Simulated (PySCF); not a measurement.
The system is C2SH2, in a box.

```
CELL_PARAMETERS angstrom
14.00000 0.00000 0.00000
0.00000 11.00000 0.00000
0.00000 0.00000 10.00000
ATOMIC_POSITIONS crystal
C 0.43090 0.43947 0.50597
C 0.51644 0.45022 0.50839
S 0.63631 0.45260 0.51412
H 0.35519 0.43116 0.50360
H 0.64667 0.57266 0.49268
```

Program: PySCF 2.14.0. Alike in all runs: task atomic charges; potentials or basis pob-tzvp-rev2 (all-electron); no spin polarisation; cell as given; k mesh 1 × 1 × 1; smearing fixed.

Q: Order these runs on this cell by their band gap on the k mesh, lowest first.
A. level SCAN+D4; three-body dispersion term yes
B. level X3LYP+D3; three-body dispersion term no; exxdiv ewald
C. level RPBE

A: C (4.99 eV), A (5.52 eV), B (6.86 eV).

Caveats: this is a molecule in a periodic box at the Γ point, so its band gap is the HOMO-LUMO gap; the basis of atomic orbitals isn't converged, which shifts pressures, moduli and gaps.

A k mesh can miss the band edges.

Not every run made on this cell is shown here.
